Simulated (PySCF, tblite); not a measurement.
# C₅H₆NO₃ radical: geometry, infrared bands and EPR parameters

What infrared bands and EPR parameters should C₅H₆NO₃ radical (`C=N[C@H]1[CH]OC(=O)OC1`) show?

Computed with tblite 0.8.0 and PySCF 2.14.0, with density-fitted response routines of our own, on a single molecule in the gas phase. Atoms count from 0, in the outputs and in this text.

### Step 1. Starting geometry

15 atoms, charge 0, multiplicity 2; geometry from: force field or distance geometry start.

Bonds of the start (Å): C0–N1 1.29, N1–C2 1.42, C2–C3 1.51, C3–O4 1.42, O4–C5 1.40, C5–O6 1.27, C5–O7 1.40, O7–C8 1.40, C8–C2 1.52, C0–H9 1.07, C0–H10 1.09, C2–H11 1.12, C3–H12 1.08, C8–H13 1.13, C8–H14 1.08.

### Step 2. Relaxing the molecule with GFN2-xTB

Job settings and geometry (Å):

```
{"job": {"kind": "relax", "xc": "GFN2-xTB", "basis": "xTB"}, "charge": 0, "multiplicity": 2}
C      2.569400     0.577300    -0.368500
N      1.608500    -0.266700    -0.494300
C      0.341700    -0.073900     0.127100
C     -0.277300     1.176400    -0.460400
O     -1.687600     1.201400    -0.334200
C     -2.449600     0.056100    -0.064500
O     -3.718900     0.113900    -0.030000
O     -1.820600    -1.167400     0.188900
C     -0.473800    -1.319300    -0.163600
H      3.490500     0.331700    -0.863900
H      2.473700     1.504400     0.187900
H      0.383100     0.076200     1.232200
H      0.076500     1.448800    -1.447700
H     -0.451800    -1.422200    -1.285300
H     -0.068400    -2.228900     0.248600
```

On the command line:

```
$ OMP_NUM_THREADS=1 python probes_run.py task.json out
```

One launch serves the whole session: the jobs run in the order shown.

Standard output:

```text
step      E/eV     max force
  0    -783.05210    5.698
  1    -783.41373    5.451
  2    -783.63896    1.012
  3    -783.69314    0.595
  4    -783.74255    0.521
  5    -783.75747    0.735
  6    -783.77278    0.429
  7    -783.78733    0.335
  8    -783.79954    0.337
  9    -783.81200    0.395
 10    -783.82090    0.273
 11    -783.82972    0.238
 12    -783.83883    0.267
 13    -783.84718    0.208
 14    -783.85322    0.202
 15    -783.85878    0.234
 16    -783.86423    0.207
 17    -783.86814    0.151
 18    -783.87015    0.096
 19    -783.87132    0.082
 20    -783.87251    0.097
 21    -783.87379    0.108
 22    -783.87475    0.068
 23    -783.87531    0.062
 24    -783.87571    0.049
 25    -783.87609    0.049
 26    -783.87634    0.044
 27    -783.87648    0.026
 28    -783.87658    0.027
 29    -783.87668    0.032
 30    -783.87681    0.030
 31    -783.87694    0.028
 32    -783.87709    0.033
 33    -783.87726    0.034
 34    -783.87742    0.037
 35    -783.87756    0.032
 36    -783.87768    0.024
 37    -783.87781    0.030
 38    -783.87793    0.029
 39    -783.87802    0.024
 40    -783.87810    0.025
 41    -783.87819    0.025
 42    -783.87830    0.029
 43    -783.87844    0.033
 44    -783.87859    0.033
 45    -783.87877    0.030
 46    -783.87897    0.031
 47    -783.87914    0.035
 48    -783.87928    0.037
 49    -783.87943    0.036
 50    -783.87968    0.048
 51    -783.88009    0.079
 52    -783.88063    0.090
 53    -783.88118    0.065
 54    -783.88160    0.042
 55    -783.88186    0.045
 56    -783.88205    0.056
 57    -783.88235    0.051
 58    -783.88272    0.045
 59    -783.88320    0.043
 60    -783.88361    0.061
 61    -783.88423    0.071
 62    -783.88490    0.092
 63    -783.88540    0.099
 64    -783.88639    0.065
 65    -783.88753    0.069
 66    -783.88851    0.109
 67    -783.88924    0.065
 68    -783.88966    0.116
 69    -783.89006    0.043
 70    -783.89036    0.043
 71    -783.89073    0.035
 72    -783.89098    0.037
 73    -783.89115    0.037
 74    -783.89128    0.033
 75    -783.89149    0.034
 76    -783.89180    0.040
 77    -783.89218    0.049
 78    -783.89253    0.056
 79    -783.89281    0.045
 80    -783.89306    0.040
 81    -783.89332    0.037
 82    -783.89358    0.039
 83    -783.89380    0.038
 84    -783.89407    0.040
 85    -783.89445    0.038
 86    -783.89491    0.043
 87    -783.89525    0.052
 88    -783.89542    0.034
 89    -783.89553    0.039
 90    -783.89564    0.031
 91    -783.89581    0.027
 92    -783.89591    0.024
 93    -783.89604    0.030
 94    -783.89617    0.031
 95    -783.89641    0.042
 96    -783.89680    0.065
 97    -783.89749    0.101
 98    -783.89853    0.138
 99    -783.89975    0.204
100    -783.90059    0.144
101    -783.90150    0.268
102    -783.90225    0.078
103    -783.90289    0.052
104    -783.90346    0.072
105    -783.90373    0.035
106    -783.90397    0.037
107    -783.90407    0.031
108    -783.90415    0.021
109    -783.90424    0.031
110    -783.90427    0.014
111    -783.90429    0.010
```

It took 0.67 s on 1 thread of Arm Neoverse V1, shared host.

Relaxation path: (not every step is listed)

| step | energy from step 0 (eV) | largest force (eV/Å) |
| --- | --- | --- |
| 0 | 0.0000 | 5.6976 |
| 1 | -0.3616 | 5.4513 |
| 2 | -0.5869 | 1.0123 |
| 3 | -0.6410 | 0.5954 |
| 4 | -0.6905 | 0.5207 |
| 5 | -0.7054 | 0.7348 |
| 6 | -0.7207 | 0.4291 |
| 7 | -0.7352 | 0.3353 |
| 8 | -0.7474 | 0.3374 |
| 17 | -0.8160 | 0.1512 |
| 26 | -0.8242 | 0.0439 |
| 35 | -0.8255 | 0.0324 |
| 44 | -0.8265 | 0.0335 |
| 53 | -0.8291 | 0.0652 |
| 62 | -0.8328 | 0.0920 |
| 71 | -0.8386 | 0.0348 |
| 80 | -0.8410 | 0.0404 |
| 89 | -0.8434 | 0.0394 |
| 98 | -0.8464 | 0.1383 |
| 106 | -0.8519 | 0.0368 |
| 107 | -0.8520 | 0.0314 |
| 108 | -0.8520 | 0.0207 |
| 109 | -0.8521 | 0.0307 |
| 110 | -0.8522 | 0.0145 |
| 111 | -0.8522 | 0.0102 |

Distances of close pairs at the start and the end, largest changes first:

| bond | before (Å) | after (Å) | change (Å) |
| --- | --- | --- | --- |
| C5–O6 | 1.271 | 1.195 | -0.076 |
| C3–O4 | 1.416 | 1.351 | -0.065 |
| C5–O7 | 1.399 | 1.341 | -0.058 |
| O4–C5 | 1.402 | 1.349 | -0.052 |
| C0–N1 | 1.285 | 1.252 | -0.033 |
| C8–H13 | 1.127 | 1.096 | -0.030 |
| C2–C3 | 1.514 | 1.485 | -0.029 |
| C2–C8 | 1.517 | 1.541 | +0.024 |

The end geometry stands in the next job.

### Step 3. Harmonic vibrations with GFN2-xTB

Job settings and geometry (Å):

```
{"job": {"kind": "ir", "xc": "GFN2-xTB", "basis": "xTB"}, "charge": 0, "multiplicity": 2}
C      2.646669     0.377711    -0.269513
N      1.567294     0.023091    -0.795676
C      0.338372     0.112344    -0.061851
C     -0.542431     1.136247    -0.679538
O     -1.884922     0.985031    -0.666132
C     -2.497524    -0.048098    -0.051162
O     -3.671910    -0.012272     0.166809
O     -1.746234    -1.099156     0.306850
C     -0.424878    -1.220113    -0.187938
H      3.546887     0.306519    -0.860390
H      2.744017     0.754751     0.753261
H      0.504080     0.331501     1.015478
H     -0.189397     1.887763    -1.359828
H     -0.435735    -1.518513    -1.242769
H      0.041298    -2.008816     0.404832
```

Standard output:

```text
mode    cm-1     km/mol
  1      48.9      3.42
  2      68.0      3.30
  3     177.2      3.81
  4     191.7      2.11
  5     275.7     12.72
  6     302.4     25.50
  7     361.5      1.98
  8     417.5      3.41
  9     423.2      2.48
 10     538.5     13.22
 11     566.2      9.62
 12     674.5     60.27
 13     707.9      1.44
 14     732.2     13.74
 15     829.5      1.39
 16     947.2      2.66
 17     985.9      7.56
 18    1007.5     26.34
 19    1039.2    209.86
 20    1063.0     11.68
 21    1096.2     55.32
 22    1113.4    109.40
 23    1155.4     23.83
 24    1175.3     24.04
 25    1200.1     98.23
 26    1241.9     28.47
 27    1250.8     19.58
 28    1283.3     91.04
 29    1322.9     16.50
 30    1410.7      3.99
 31    1462.8      5.47
 32    1738.3     21.73
 33    1779.7    823.46
 34    2708.5     48.82
 35    2893.5     85.10
 36    2935.2     21.10
 37    2990.9      9.95
 38    3089.5     10.00
 39    3141.8      0.90
```

Run time: 0.45 s. Hardware: 1 thread of Arm Neoverse V1, shared host.

The strongest bands and the atoms that carry them (share of the mass-weighted mode):

| cm⁻¹ | km/mol | atoms |
| --- | --- | --- |
| 674 | 60.3 | C5 78 % |
| 1039 | 209.9 | C5 34 %, O7 11 %, C8 11 %, C2 11 % |
| 1096 | 55.3 | O7 34 %, C8 32 %, C2 12 % |
| 1113 | 109.4 | H12 18 %, O7 17 %, C5 16 %, C2 14 % |
| 1200 | 98.2 | O4 33 %, H12 33 %, C5 11 % |
| 1283 | 91.0 | C3 26 %, H13 26 %, H14 12 % |
| 1780 | 823.5 | C5 62 %, O6 37 % |
| 2894 | 85.1 | H10 93 % |

### Step 4. EPR parameters: B3LYP/pcH-1

Settings changed since step 3:

```diff
@@ -1,2 +1,2 @@
-{"job": {"kind": "ir", "xc": "GFN2-xTB", "basis": "xTB"}, "charge": 0, "multiplicity": 2}
+{"job": {"kind": "epr", "basis": "pcH-1"}, "charge": 0, "multiplicity": 2}
 C      2.646669     0.377711    -0.269513
```

Method: UKS B3LYP, pcH-1 on C H N O, non-relativistic, mean-field spin-orbit, GIAO.

Standard output:

```text
UKS, coarse grid
  cycle   1  E = -474.28213437  |g| = 7.87e-01
  cycle   2  E = -473.62992734  |g| = 1.53e+00
  cycle   3  E = -474.47562424  |g| = 2.74e-01
  cycle   4  E = -474.50057429  |g| = 9.76e-02
  cycle   5  E = -474.50353367  |g| = 2.02e-02
  cycle   6  E = -474.50369035  |g| = 9.75e-03
  cycle   7  E = -474.50372625  |g| = 4.51e-03
  cycle   8  E = -474.50373483  |g| = 1.29e-03
  cycle   9  E = -474.50373656  |g| = 6.17e-04
UKS, final grid
  cycle   1  E = -474.50369675  |g| = 8.88e-04
  cycle   2  E = -474.50369606  |g| = 1.59e-03
  cycle   3  E = -474.50369710  |g| = 2.44e-04
  cycle   4  E = -474.50369712  |g| = 4.93e-05
  cycle   5  E = -474.50369713  |g| = 4.68e-05
  cycle   6  E = -474.50369713  |g| = 1.84e-05
E = -474.50369713 Eh   <S^2> = 0.7539 (exact 0.7500)
g shifts (ppm)      1          2          3
  rmc          -187       -187       -187
  gc              3         37         32
  oz_so         -41        837       1676
  total        -226        687       1520
hyperfine (MHz)  atom isotope    a_iso     a_fc   dipolar eigenvalues
    0   13C       0.16       0.16     -1.48     -0.27      1.74
    1   14N       5.92       5.92     -0.68     -0.36      1.04
    2   13C     -25.54     -25.54     -1.33     -0.70      2.03
    3   13C     114.60     114.60    -80.45    -78.47    158.92
    4   17O     -16.56     -16.56    -41.87     19.69     22.18
    5   13C      -2.74      -2.74     -2.69      0.65      2.03
    6   17O      -3.75      -3.75    -17.09      8.13      8.96
    7   17O       0.14       0.14     -2.03      0.47      1.55
    8   13C      19.83      19.83     -2.64     -2.01      4.66
    9    1H      -0.85      -0.85     -1.20     -0.91      2.11
   10    1H      -1.07      -1.07     -1.69     -0.83      2.52
   11    1H     100.02     100.02     -5.30     -4.07      9.37
   12    1H     -61.50     -61.50    -36.97     -0.94     37.90
   13    1H      -2.02      -2.02     -3.69     -2.36      6.06
   14    1H       5.81       5.81     -2.26     -1.42      3.68
```

Wall time 87 s (1 thread of Arm Neoverse V1, shared host); peak memory 1.1 GiB.

Principal g values 2.00209, 2.00301, 2.00384; g(iso) = 2.00298, against 2.00232 for a free electron.

Hyperfine couplings, nucleus by nucleus at this fixed geometry (no averaging over rotations):

| nuclei | isotope | a(iso) (MHz) | a(iso) (G, at g = 2.0023) | largest dipolar term (MHz) |
| --- | --- | --- | --- | --- |
| C3 | 13C | 114.6 | 40.9 | 158.9 |
| H11 | 1H | 100.0 | 35.7 | 9.4 |
| H12 | 1H | -61.5 | -21.9 | 37.9 |
| C2 | 13C | -25.5 | -9.1 | 2.0 |
| C8 | 13C | 19.8 | 7.1 | 4.7 |
| O4 | 17O | -16.6 | -5.9 | -41.9 |
| N1 | 14N | 5.9 | 2.1 | 1.0 |
| H14 | 1H | 5.8 | 2.1 | 3.7 |
| O6 | 17O | -3.7 | -1.3 | -17.1 |
| C5 | 13C | -2.7 | -1.0 | -2.7 |
| H13 | 1H | -2.0 | -0.7 | 6.1 |
| H10 | 1H | -1.1 | -0.4 | 2.5 |
| H9 | 1H | -0.8 | -0.3 | 2.1 |
| C0 | 13C | 0.2 | 0.1 | 1.7 |

Mulliken spin populations:

C0 0.02; N1 0.00; C2 -0.05; C3 0.91; O4 0.06; C5 0.01; O6 0.05; O7 0.00; C8 0.01; H9 0.00; H10 0.00; H11 0.04; H12 -0.04; H13 0.00; H14 0.00

In first order the couplings over 0.8 MHz of 1H, 14N give 192 distinct lines over 65.3 G.

Orbitals, density, ELF and potential are computed afterwards from the orbital file.

ELF in a plane through or near 7 of the atoms.

Values, 10 rows by 14 columns:
```
0.00 0.00 0.00 0.00 0.00 0.00 0.00 0.00 0.00 0.00 0.00 0.00 0.00 0.00
0.00 0.00 0.00 0.00 0.00 0.00 0.00 0.02 0.00 0.00 0.00 0.00 0.00 0.00
0.00 0.00 0.00 0.00 0.00 0.00 0.78 0.86 0.02 0.30 0.02 0.00 0.00 0.00
0.00 0.00 0.01 0.08 0.29 0.04 0.46 0.71 0.58 0.91 0.05 0.29 0.05 0.00
0.00 0.00 0.53 0.72 0.61 0.53 0.31 0.45 0.73 0.80 0.40 0.82 0.33 0.00
0.00 0.00 0.94 0.98 0.25 0.52 0.74 0.76 0.10 0.63 0.65 0.78 0.36 0.00
0.00 0.00 0.12 0.29 0.53 0.40 0.09 0.35 0.66 0.87 0.11 0.11 0.04 0.00
0.00 0.00 0.00 0.01 0.04 0.00 0.63 0.99 0.22 0.35 0.17 0.00 0.00 0.00
0.00 0.00 0.00 0.00 0.00 0.00 0.19 0.82 0.08 0.00 0.00 0.00 0.00 0.00
0.00 0.00 0.00 0.00 0.00 0.00 0.00 0.00 0.00 0.00 0.00 0.00 0.00 0.00
```
The map spans 12.5 Å across and 9.4 Å up, centred on the molecule. Atoms in the plane (x, y in Å): C0 (-2.7, 0.1), C2 (-0.3, 0.0), C3 (0.4, 1.3), O4 (1.7, 1.3), C5 (2.5, 0.2), O7 (1.9, -1.0), H14 (0.2, -2.1).

On the surface of density 0.002 e/bohr³ the electrostatic potential runs, from the 1st to the 99th percentile, from -1.89 V near O6 to 1.37 V near C5.

The spin density lies nearest to C3 62 %; O4 10 %; H11, H12 about 6 % each.

### Step 5. What came out

| quantity | value |
| --- | --- |
| strongest single infrared mode (GFN2-xTB) | 1780 cm⁻¹, 823 km/mol |
| zero-point energy (GFN2-xTB) | 66.3 kcal/mol |
| g(iso) (B3LYP) | 2.00298 |
| ⟨S²⟩ | 0.754 (exact 0.75) |
| largest a(iso) | 13C on C3, 114.6 MHz |
| surface potential, 1st and 99th percentile | -1.89 V and 1.37 V |

In words: Over 111 steps the energy fell by 0.852 eV; of the close pairs, C5–O6 changed most, 1.271 to 1.195 Å. All 39 modes are real, so the xTB geometry is a minimum. The strongest single mode, at 1780 cm⁻¹, moves mainly C5 and O6. GFN2-xTB is a fitted tight-binding method: band positions and strengths are rough. Its intensities can rank the bands wrongly. Most of the unpaired spin sits on C3 (0.91 e). The isotropic g lies 0.7 ppt above the free-electron value.
